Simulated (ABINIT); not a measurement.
Crystal: Be2Si.

```
CELL_PARAMETERS angstrom
0.00000 2.64000 2.64000
2.64000 0.00000 2.64000
2.64000 2.64000 0.00000
ATOMIC_POSITIONS crystal
Si 0.00000 0.00000 0.00000
Be 0.25000 0.25000 0.25000
Be 0.75000 0.75000 0.75000
```

The cell comes from a database or a generator and needn't be the stable form of this composition.

| Quantity | Value |
| --- | --- |
| Program | ABINIT 10.8.3 (patched build) |
| Task | single point |
| Functional | PBE |
| Potentials or basis | JTH PAW PBE v2.0 |
| Cutoff | 517 eV |
| k mesh | 9 × 9 × 9 |
| Occupations | fermi-dirac, width 0.05 eV |
| Spin | no spin polarisation |

On this cell: pressure 0.0 GPa; largest force zero by symmetry; band gap on the k mesh none (metal or under the smearing width).

The same run follows on a disturbed copy (atoms moved at random, drawn with an rms of 0.05 Å):

```
Si Be
1.0
     0.00000    2.64000    2.64000
     2.64000    0.00000    2.64000
     2.64000    2.64000    0.00000
Si Be
1 2
Direct
  0.00341 0.01566 0.99530
  0.24675 0.23997 0.25804
  0.74663 0.75839 0.74985
```

Q: What changes?

A: The energy (extrapolated to zero smearing) moves by +6.9 meV/atom; pressure 0.3 GPa; largest force 0.518 eV/Å; band gap on the k mesh none (metal or under the smearing width).

Forces on the atoms (eV/Å):
```
Si  -0.144 -0.006 -0.497
Be   0.127 -0.022  0.356
Be   0.017  0.029  0.141
```

Stress tensor (GPa, compression positive):
```
 0.30  0.72 -0.10
 0.72  0.30  0.34
-0.10  0.34  0.25
```
